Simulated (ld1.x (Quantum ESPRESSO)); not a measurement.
# Pseudopotential generation for zirconium: TM, LDA (PW92), part 1 of 2

Do these settings give a usable potential? It is generated, then checked for transferability, scattering, ghosts and hardness.

Method: ld1.x (Quantum ESPRESSO) 7.5, LDA (PW92), scalar-relativistic.

### 1 The design

The settings as typed:

```
element                        : zirconium (Zr, Z = 40)
type                           : norm-conserving Troullier–Martins (Kleinman–Bylander form)
frozen core                    : [Ar] 3d10
valence charge                 : 12
reference configuration        : 4s2 4p6 4d2 5s2 5p0
partial waves                  : 4s (bound): rc 1.25 bohr; 4p (bound): rc 1.35 bohr; 4d (bound): rc 2.30 bohr
occupied shells without a wave : 5s
local potential                : the d channel
core correction                : a·sin(br)/r model core, default radius (core density twice the valence density)
```

The nodes and maxima of the atom's own shells, from an earlier all-electron run, set the scale for the radii.

All-electron outer shells of the reference configuration (LDA (PW92), scalar-relativistic, ld1.x):

```json
{"shell": "3p", "level (eV)": "-317.23", "outermost node (bohr)": "0.18", "outermost maximum (bohr)": "0.40"}
{"shell": "3d", "level (eV)": "-174.94", "outermost node (bohr)": "–", "outermost maximum (bohr)": "0.35"}
{"shell": "4s", "level (eV)": "-54.52", "outermost node (bohr)": "0.55", "outermost maximum (bohr)": "1.08"}
{"shell": "4p", "level (eV)": "-32.51", "outermost node (bohr)": "0.56", "outermost maximum (bohr)": "1.17"}
{"shell": "5s", "level (eV)": "-4.59", "outermost node (bohr)": "1.47", "outermost maximum (bohr)": "3.11"}
{"shell": "4d", "level (eV)": "-3.73", "outermost node (bohr)": "0.58", "outermost maximum (bohr)": "1.61"}
{"shell": "5p", "level (eV)": "-1.55", "outermost node (bohr)": "1.70", "outermost maximum (bohr)": "4.15"}
```

### 2 The generation run

Contents of Zr.in:

```
 &input
   title='Zr', zed=40., rel=1, dft='PW', iswitch=3,
   config='[Kr] 4d2 5s2 5p0',
   nld=3, rlderiv=2.50, eminld=-6.0, emaxld=5.0, deld=0.02
 /
 &inputp
   pseudotype=2, tm=.true., lloc=2,
   nlcc=.true.,
   file_pseudopw='Zr.UPF', file_wfcaegen='ae.wfc', file_wfcncgen='nc.wfc', file_beta='beta', file_chi='chi'
 /
3
4S  1  0   2.00   0.00  1.25  1.25  0.0
4P  2  1   6.00   0.00  1.35  1.35  0.0
4D  3  2   2.00   0.00  2.30  2.30  0.0
 &test
   configts(1)='4s2 4p6 4d2 5s2 5p0'
 /
```

Launch:

```bash
$ ld1.x < Zr.in > Zr.out
```

Output in Zr.out (without the banner and most projector matrices):

```text
     Program LD1 v.7.5
     --------------------------- All-electron run ----------------------------

     Zr
     scalar relativistic calculation

     atomic number is 40.00
     dft =PW   lsd =0 sic =0 latt =0  beta=0.20 tr2=1.0E-14
     Exchange-correlation= PW
                           (   1   4   0   0   0   0   0)
     mesh =1225 r(mesh) = 100.59681 a.u. xmin = -7.00 dx = 0.01250
     1 Ry =  13.60569312 eV, c = 137.03599908

     n l     nl                  e(Ry)          e(Ha)          e(eV)
     1 0     1S 1( 2.00)     -1308.2102      -654.1051    -17799.1068
     2 0     2S 1( 2.00)      -181.3056       -90.6528     -2466.7888
     2 1     2P 1( 6.00)      -161.8104       -80.9052     -2201.5425
     3 0     3S 1( 2.00)       -29.6663       -14.8332      -403.6310
     3 1     3P 1( 6.00)       -23.3162       -11.6581      -317.2332
     4 0     4S 1( 2.00)        -4.0070        -2.0035       -54.5181
     4 1     4P 1( 6.00)        -2.3891        -1.1945       -32.5053
     3 2     3D 1(10.00)       -12.8578        -6.4289      -174.9399
     4 2     4D 1( 2.00)        -0.2745        -0.1373        -3.7348
     5 0     5S 1( 2.00)        -0.3373        -0.1686        -4.5890
     5 1     5P 1( 0.00)        -0.1137        -0.0568        -1.5468

     final scf error:  5.0E-15 reached in  39 iterations

     Etot =   -7189.194867 Ry,   -3594.597433 Ha,  -97813.979155 eV

     Ekin =    7389.820771 Ry,    3694.910386 Ha,  100543.633645 eV
     Encl =  -17318.651260 Ry,   -8659.325630 Ha, -235632.254344 eV
     Eh   =    2959.453707 Ry,    1479.726853 Ha,   40265.418949 eV
     Exc  =    -219.818085 Ry,    -109.909042 Ha,   -2990.777405 eV

     normalization and overlap integrals

     s(1S/1S) =  1.000000  <r> =   0.0371  <r2> =    0.0019  r(max) =   0.0241
     s(2S/2S) =  1.000000  <r> =   0.1628  <r2> =    0.0312  r(max) =   0.1368
     s(2P/2P) =  1.000000  <r> =   0.1418  <r2> =    0.0246  r(max) =   0.1093
     s(3S/3S) =  1.000000  <r> =   0.4594  <r2> =    0.2420  r(max) =   0.4111
     s(3P/3P) =  1.000000  <r> =   0.4628  <r2> =    0.2497  r(max) =   0.4010
     s(4S/4S) =  1.000000  <r> =   1.2117  <r2> =    1.6672  r(max) =   1.0764
     s(4P/4P) =  1.000000  <r> =   1.3688  <r2> =    2.1547  r(max) =   1.1748
     s(3D/3D) =  1.000000  <r> =   0.4528  <r2> =    0.2482  r(max) =   0.3451
     s(4D/4D) =  1.000000  <r> =   2.2959  <r2> =    6.6010  r(max) =   1.6058
     s(5S/5S) =  1.000000  <r> =   3.6949  <r2> =   15.5984  r(max) =   3.1147
     s(5P/5P) =  1.000000  <r> =   5.0707  <r2> =   29.8276  r(max) =   4.1521

     ------------------------ End of All-electron run ------------------------

     --------------------- Generating NC pseudopotential ---------------------

      Generating local pot.: lloc=2, matching radius rcloc =   2.3000

      Computing core charge for nlcc:

       r > 0.80 : true rho core
       r < 0.80 : rho core = a sin(br)/r    a=  20.72  b=   3.39

      Integrated core pseudo-charge :   8.19

      Wfc   4S  rcut= 1.235  Using Troullier-Martins method

      Wfc   4P  rcut= 1.365  Using Troullier-Martins method

     ------------------- End of pseudopotential generation -------------------

     [... the all-electron block is printed once more ...]


     Computing logarithmic derivative in   2.50275
     Computing logarithmic derivative in   2.50275
     Computing the partial wave expansion
     R is outside the sphere for l=    0 j= 0.00
     R is outside the sphere for l=    1 j= 0.00
       no projector for channel:   2

     ---------------------- Testing the pseudopotential ----------------------

     Zr
     scalar relativistic calculation

     atomic number is 40.00   valence charge is 12.00
     dft =PW   lsd =0 sic =0 latt =0  beta=0.20 tr2=1.0E-14
     mesh =1225 r(mesh) = 100.59681 xmin = -7.00 dx = 0.01250

     n l     nl             e AE (Ry)        e PS (Ry)    De AE-PS (Ry)
     1 0     4S   1( 2.00)       -4.00700       -4.00706        0.00005
     2 1     4P   1( 6.00)       -2.38909       -2.38912        0.00003
     3 2     4D   1( 2.00)       -0.27451       -0.27451        0.00000
     2 0     5S   1( 2.00)       -0.33729       -0.33353       -0.00376
     3 1     5P   1( 0.00)       -0.11369       -0.11268       -0.00101

     eps = 3.9E-16  iter = 12

     Etot =   -7189.194867 Ry,   -3594.597433 Ha,  -97813.979155 eV
     Etotps =  -107.755888 Ry,     -53.877944 Ha,   -1466.093547 eV

     Ekin =      28.394046 Ry,      14.197023 Ha,     386.320681 eV
     Encl =    -186.888199 Ry,     -93.444100 Ha,   -2542.743487 eV
     Ehrt =      73.455695 Ry,      36.727848 Ha,     999.415648 eV
     Ecxc =     -26.974555 Ry,     -13.487278 Ha,    -367.007519 eV
     (Ecc =     -13.383422 Ry,      -6.691711 Ha,    -182.090728 eV)
     Epseu=       4.257125 Ry,       2.128562 Ha,      57.921130 eV

     ---------------------- End of pseudopotential test ----------------------
```

Run time: 2.2 s. Hardware: 1 thread of Neoverse-V1, shared host. This counts the later configuration tests of the new file too.

All-electron and pseudo partial waves u(r) = r·R(r), from the program's wave files:

```csv
r (bohr),4p AE,4p PS,4s AE,4s PS
0.115,0.2567,0.0158,0.3570,0.0542
0.230,-0.2880,0.0632,-0.2407,0.1179
0.345,-0.4968,0.1422,-0.5631,0.2015
0.460,-0.3107,0.2522,-0.3399,0.3161
0.575,0.0324,0.3898,0.0940,0.4686
0.690,0.3733,0.5457,0.5061,0.6522
0.805,0.6431,0.7024,0.8052,0.8373
0.920,0.8250,0.8362,0.9786,0.9792
1.035,0.9264,0.9259,1.0468,1.0458
1.150,0.9632,0.9626,1.0382,1.0382
1.265,0.9529,0.9529,0.9800,0.9800
1.380,0.9108,0.9108,0.8936,0.8936
1.495,0.8490,0.8490,0.7946,0.7946
1.610,0.7769,0.7769,0.6932,0.6932
1.725,0.7007,0.7007,0.5960,0.5960
1.840,0.6250,0.6250,0.5065,0.5065
1.955,0.5526,0.5526,0.4266,0.4266
2.070,0.4851,0.4851,0.3566,0.3566
2.185,0.4233,0.4233,0.2963,0.2963
2.300,0.3677,0.3677,0.2449,0.2449
2.415,0.3181,0.3181,0.2016,0.2016
2.530,0.2743,0.2743,0.1654,0.1654
2.645,0.2359,0.2359,0.1353,0.1353
2.760,0.2023,0.2023,0.1104,0.1104
2.875,0.1732,0.1732,0.0898,0.0898
2.990,0.1480,0.1480,0.0730,0.0730
```

(Continued in part 2 of 2.)
